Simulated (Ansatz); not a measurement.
# ScSb3Pb4O13: the cost of one run

Computed with Ansatz 0.2.0 (DFT, PBE, plane-wave PAW, default files, scalar-relativistic, as far as a step names no other, unless a step's input says otherwise).

## 1. The structure to begin with

It takes space group R3m (No. 160, trigonal). Conventional cell: a = 7.579 Å, b = 7.579 Å, c = 18.561 Å, α = 90.00°, β = 90.00°, γ = 120.00°. Around Sc (site symmetry 3m) lie 6 O at 2.11 to 2.14 Å. Sb (site symmetry m) is surrounded by 6 O at 1.97 to 2.05 Å. Around Pb (site symmetry 3m) lie 1 O at 2.31 Å. Around Pb (site symmetry m) lie 7 O at 2.34 to 2.72 Å. O (site symmetry m) has 1 Sb at 1.98 Å and 1 Sc at 2.14 Å and 2 Pb at 2.67 Å as nearest neighbours. O (site symmetry m) is surrounded by 2 Sb at 2.05 Å. Around O (site symmetry m) lie 1 Sb at 1.97 Å and 1 Sc at 2.11 Å and 2 Pb at 2.69 Å. O (site symmetry m) is surrounded by 2 Sb at 2.03 Å. Only part of the 9 independent sites is listed.

Structure file:

```cif
data_structure
_symmetry_space_group_name_H-M 'R3m:H'
_symmetry_Int_Tables_number 160
_cell_length_a 7.5793
_cell_length_b 7.5793
_cell_length_c 18.5611
_cell_angle_alpha 90.000
_cell_angle_beta 90.000
_cell_angle_gamma 120.000
_cell_volume 923.41
loop_
_atom_site_label
_atom_site_type_symbol
_atom_site_symmetry_multiplicity
_atom_site_Wyckoff_symbol
_atom_site_fract_x
_atom_site_fract_y
_atom_site_fract_z
_atom_site_occupancy
Sc1 Sc 3 a 0.33333 0.66667 0.16618 1
Sb1 Sb 9 b 0.00082 0.50041 0.99992 1
Pb1 Pb 3 a 0.33333 0.66667 0.66599 1
Pb2 Pb 9 b 0.00191 0.50096 0.50045 1
O1 O 9 b 0.60684 0.80342 0.22900 1
O2 O 9 b 0.06841 0.53421 0.35602 1
O3 O 9 b 0.06374 0.53187 0.10386 1
O4 O 9 b 0.59581 0.79791 0.97813 1
O5 O 3 a 0.33333 0.66667 0.79070 1
```

## 2. Single point at the given positions

File input.yaml:

```yaml
crystal:
  lattice:
    - [3.7896559273, 2.1879588698, 6.1870261232]
    - [-3.7896559273, 2.1879588698, 6.1870261232]
    - [0.0, -4.3759177396, 6.1870261232]
  atoms:
    - { symbol: Sc, position: [0.499513, 0.499513, 0.499513] }
    - { symbol: Sb, position: [0.00074, 0.499504, 0.499504] }
    - { symbol: Sb, position: [0.499504, 0.499504, 0.00074] }
    - { symbol: Sb, position: [0.499504, 0.00074, 0.499504] }
    - { symbol: Pb, position: [0.999328, 0.999328, 0.999328] }
    - { symbol: Pb, position: [0.502359, 0.999494, 0.999494] }
    - { symbol: Pb, position: [0.999494, 0.999494, 0.502359] }
    - { symbol: Pb, position: [0.999494, 0.502359, 0.999494] }
    - { symbol: O, position: [0.835839, 0.425585, 0.425585] }
    - { symbol: O, position: [0.424432, 0.821811, 0.821811] }
    - { symbol: O, position: [0.425585, 0.425585, 0.835839] }
    - { symbol: O, position: [0.821811, 0.821811, 0.424432] }
    - { symbol: O, position: [0.821811, 0.424432, 0.821811] }
    - { symbol: O, position: [0.425585, 0.835839, 0.425585] }
    - { symbol: O, position: [0.167601, 0.571989, 0.571989] }
    - { symbol: O, position: [0.573945, 0.180223, 0.180223] }
    - { symbol: O, position: [0.571989, 0.571989, 0.167601] }
    - { symbol: O, position: [0.180223, 0.180223, 0.573945] }
    - { symbol: O, position: [0.180223, 0.573945, 0.180223] }
    - { symbol: O, position: [0.571989, 0.167601, 0.571989] }
    - { symbol: O, position: [0.124033, 0.124033, 0.124033] }
kpoints:
  mp_grid: { grid: [4, 4, 4] }
scf:
  occupations: { method: fermi_dirac, width: 0.02 }
hamiltonian:
  xc: pbe
  pseudopotentials: { kind: paw }
output:
  forces: true
  stress: true
  populations: true
  efg:
    quadrupole_moments_barn: { Sc: -0.22, Sb: -0.543, O: -0.02558 }
    contact_densities: true
```

Command:

```console
$ ansatz run input.yaml --threads 1 --pin off --max-ram 2560MiB --backend cpu --events-out ev --progress --plain --runs-dir out
```

Q: Estimate wall time and peak memory on 1 thread of Arm Neoverse V1, shared host.

About 89 s, with a peak of 0.79 GiB.
